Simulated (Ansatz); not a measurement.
# TaRu (210): surface energy and levels, part 1 of 2

The task, for TaRu: compute energy, relaxation and work function or band edges of the (210) face.

Method: DFT PBEsol, scalar-relativistic, plane waves, PAW, in Ansatz 0.2.0.

1 further run of the same task is left out (set aside as unsound or not needed). Runs told in other sessions of the task aren't counted.

### 1 The starting structure

Symmetry: P4/mmm, No. 123, tetragonal system. Conventional cell: a = 3.023 Å, b = 3.023 Å, c = 3.387 Å, α = 90.00°, β = 90.00°, γ = 90.00°. Ta (site symmetry 4/mmm) is surrounded by 8 Ru at 2.73 Å and 4 Ta at 3.02 Å. Ru (site symmetry 4/mmm) is surrounded by 8 Ta at 2.73 Å and 4 Ru at 3.02 Å.

As a file:

```cif
data_structure
_symmetry_space_group_name_H-M 'P4/mmm'
_symmetry_Int_Tables_number 123
_cell_length_a 3.0235
_cell_length_b 3.0235
_cell_length_c 3.3872
_cell_angle_alpha 90.000
_cell_angle_beta 90.000
_cell_angle_gamma 90.000
_cell_volume 30.96
loop_
_atom_site_label
_atom_site_type_symbol
_atom_site_symmetry_multiplicity
_atom_site_Wyckoff_symbol
_atom_site_fract_x
_atom_site_fract_y
_atom_site_fract_z
_atom_site_occupancy
Ta1 Ta 1 d 0.50000 0.50000 0.50000 1
Ru1 Ru 1 a 0.00000 0.00000 0.00000 1
```

It is the result of an earlier relaxation at this level (volume 15.48 Å³/atom; gap on the mesh: none (metal)).

### 2 Bulk reference on the slab's mesh

Contents of input.yaml:

```yaml
crystal:
  lattice:
    - [3.3872292416, 0.0, 0.0]
    - [0.0, 6.760654415, 0.0]
    - [0.0, 2.704261766, 1.352130883]
  atoms:
    - { symbol: Ta, position: [0.5, 0.5, 0.5] }
    - { symbol: Ru, position: [0.0, 0.0, 0.0] }
basis:
  ecutwfc: 420
kpoints:
  mp_grid: { grid: [10, 5, 25] }
hamiltonian:
  xc: pbesol
scf:
  occupations: { method: gaussian, width: 0.1 }
output:
  forces: true
  stress: true
  eigenvalues: true
  write_density: true
  write_potential: true
  elf: true
  volumetric_format: npy
```

Run with:

```
$ ansatz run input.yaml --threads 8 --pin off --max-ram 15360MiB --backend cpu --events-out ev --progress --plain --runs-dir out
```

The log of the run (excerpt; [...] marks lines left out):

```text
Warning: crystal.symmetry: narrowed to the stabiliser of the k-point mesh — unitary ops 16 → 8; excluded 8 operations that carry a point of the 10×5×25 mesh (shift [0, 0, 0]) off the mesh (the run samples exactly the mesh kpoints.mp_grid names, as under crystal.symmetry.detect: false, and [...]
Warning: RAYON_NUM_THREADS=8 ignored (pool sized by the plan → 8); use --threads N
[...]
Pseudopotentials: kind: paw
Pseudopotential: Ta, paw, valence charge 13, recommended cutoff 420 eV (normal), Ta.paw.azcp
Pseudopotential: Ru, paw, valence charge 16, recommended cutoff 420 eV (normal), Ru.paw.azcp
Functional definition: PBEsol
[...]
Crystal: 2 atoms, lattice volume = 30.964 Å³
Basis set: ecut = 420 eV, 595 PW (Γ), exchange–correlation on 48×96×48 points (8 copies of the dense FFT grid, shifted against one another)
Bands: 19, of which v1, the nominal top of the filled ones, is band 15 counted from 1 (14 counted from 0)
Symmetry: 8 space group operations
k-points: 192 of 1250
[...]
SCF iter   1: F=—  HF=-15623.593743 eV  |F-HF|=—  |Δ(HF+E_count)|=         —  Δρ=8.70e-3  dr2=2.54e-2  ethr=1.77e-3  ⟨swp⟩=5.0  Hψ=15324  notcnv=0
[...]
SCF iter   6: F=-15623.590255 eV  HF=-15623.590255 eV  |F-HF|=9.19e-9  |Δ(HF+E_count)|=   5.15e-8  Δρ=6.76e-6  dr2=1.25e-8  ethr=3.45e-10  ⟨swp⟩=8.7  Hψ=21221  notcnv=0
[...]
SCF converged after 6 iterations
Free energy (F): -15623.590255 eV
[...]
E sigma→0 (E₀):  -15623.585729 eV
Entropy (-TS):   -0.009052 eV (-4.526 meV/atom)
Fermi energy:    21.746773 eV
[...]
--- Forces (eV/Å), atoms counted from 1 ---
  atom   1  Ta    -0.00000000     0.00000000     0.00000000
  atom   2  Ru     0.00000000     0.00000000     0.00000000
[...]
--- Stress (GPa, compression-positive) ---
       -0.299936       0.000000       0.000000
        0.000000       0.500568       0.000000
        0.000000      -0.000000       0.500568
  P = ⅓ Tr σ = 0.2337 GPa (2.337 kbar)
--- Band table (eV; the first three rows and the last of 192) ---
  k-point 0: bands = ["-51.0947", "-46.5216", "-21.1277", "-21.0707", "-21.0707", "-12.9601", "-12.8049", "-12.8049", "12.9937", "15.7520", "15.9988", "19.3594", "19.3594", "20.3113", "22.1540", "23.6452", "26.2384", "26.3652", "26.3652"]
[...]
```

It took 1.5 s on 8 threads of Arm Neoverse V1, shared host; peak memory 0.45 GiB.

Bulk reference and slab share their plane, in-plane mesh and smearing. Its energy with the smearing taken to zero: -7811.7929 eV/atom.

### 3 The (210) slab

Miller indices refer to the conventional cell of the relaxed bulk, P4/mmm (No. 123): a = 3.023 Å, b = 3.023 Å, c = 3.387 Å, α = 90.00°, β = 90.00°, γ = 90.00°.

The slab is a (210) slab, 10.8 Å thick as cut, with 15 Å of vacuum; its outer planes are Ta (top) and Ta (bottom).

The slab as cut. Its planes from the bottom up:

```tsv
plane	atoms per cell	height over the lowest (Å)
1	Ta	0.00
2	Ru	0.68
3	Ta	1.35
4	Ru	2.03
5	Ta	2.70
6	Ru	3.38
7	Ta	4.06
8	Ru	4.73
9	Ta	5.41
10	Ru	6.08
11	Ta	6.76
12	Ru	7.44
13	Ta	8.11
14	Ru	8.79
15	Ta	9.46
16	Ru	10.14
17	Ta	10.82
```

### 4 The slab as cut, atoms at the bulk's places

A dipole layer in the vacuum cancels the field that periodic copies would set up if the slab's two faces differ.

Contents of input.yaml:

```yaml
crystal:
  lattice:
    - [3.3872292416, 0.0, 0.0]
    - [0.0, 6.760654415, 0.0]
    - [0.0, 0.0, 25.8170470639]
  atoms:
    - { symbol: Ta, position: [0.5, 0.7, 0.290505726] }
    - { symbol: Ru, position: [0.0, 0.4, 0.3166925102] }
    - { symbol: Ta, position: [0.5, 0.1, 0.3428792945] }
    - { symbol: Ru, position: [0.0, 0.8, 0.3690660787] }
    - { symbol: Ta, position: [0.5, 0.5, 0.395252863] }
    - { symbol: Ru, position: [0.0, 0.2, 0.4214396472] }
    - { symbol: Ta, position: [0.5, 0.9, 0.4476264315] }
    - { symbol: Ru, position: [0.0, 0.6, 0.4738132157] }
    - { symbol: Ta, position: [0.5, 0.3, 0.5] }
    - { symbol: Ru, position: [0.0, 0.0, 0.5261867843] }
    - { symbol: Ta, position: [0.5, 0.7, 0.5523735685] }
    - { symbol: Ru, position: [0.0, 0.4, 0.5785603528] }
    - { symbol: Ta, position: [0.5, 0.1, 0.604747137] }
    - { symbol: Ru, position: [0.0, 0.8, 0.6309339213] }
    - { symbol: Ta, position: [0.5, 0.5, 0.6571207055] }
    - { symbol: Ru, position: [0.0, 0.2, 0.6833074898] }
    - { symbol: Ta, position: [0.5, 0.9, 0.709494274] }
basis:
  ecutwfc: 420
kpoints:
  mp_grid: { grid: [10, 5, 1] }
hamiltonian:
  xc: pbesol
scf:
  occupations: { method: gaussian, width: 0.1 }
output:
  forces: true
  eigenvalues: true
efield:
  axis: 3
  dipole_correction: true
  ramp_width: 0.04
```

Run with:

```
$ ansatz run input.yaml --threads 8 --pin off --max-ram 15360MiB --backend cpu --events-out ev --progress --plain --runs-dir out
```

The log of the run (excerpt; [...] marks lines left out):

```text
Warning: RAYON_NUM_THREADS=8 ignored (pool sized by the plan → 8); use --threads N
[...]
[... 4 set-up lines as earlier in the session ...]
[...]
Crystal: 17 atoms, lattice volume = 591.207 Å³
Basis set: ecut = 420 eV, 11587 PW (Γ), exchange–correlation on 48×96×360 points (8 copies of the dense FFT grid, shifted against one another)
Bands: 147, of which v1, the nominal top of the filled ones, is band 123 counted from 1 (122 counted from 0)
Symmetry: 2 space group operations
k-points: 18 of 50 (time reversal used)
[...]
SCF converged after 9 iterations
Free energy (F): -134785.610011 eV
[...]
E sigma→0 (E₀):  -134785.558117 eV
Entropy (-TS):   -0.103789 eV (-6.105 meV/atom)
Fermi energy:    7.411700 eV
Dipole field:    D = 0.000000 V/Å  (p = 0.000000 e·Å, saw-weighted, corrected)
Work function:   Φ+ = 4.2662 eV   Φ− = 4.2662 eV
Levels:          The Fermi level and band energies are counted from a zero that moves with the ramp; work functions are not
[...]
--- Forces (eV/Å), atoms counted from 1 ---
  atom   1  Ta     0.00000000    -0.56955409     1.69659063
  atom   2  Ru     0.00000000     0.98265654     0.75995294
  atom   3  Ta     0.00000000     0.06326078    -0.93790810
  atom   4  Ru     0.00000000     0.03746394    -0.86021932
  atom   5  Ta     0.00000000    -0.41073880    -1.02552339
  atom   6  Ru     0.00000000    -0.16070252     0.05635219
  atom   7  Ta     0.00000000     0.14976887     0.07010685
  atom   8  Ru     0.00000000    -0.02407148     0.01352114
[...]
--- Band table (eV; the first three rows and the last of 18) ---
[...]
```

Run time: 32 s. Hardware: 8 threads of Arm Neoverse V1, shared host; peak memory 3.4 GiB.

Read from this run: work function 4.27 eV.

(Continued in part 2 of 2.)
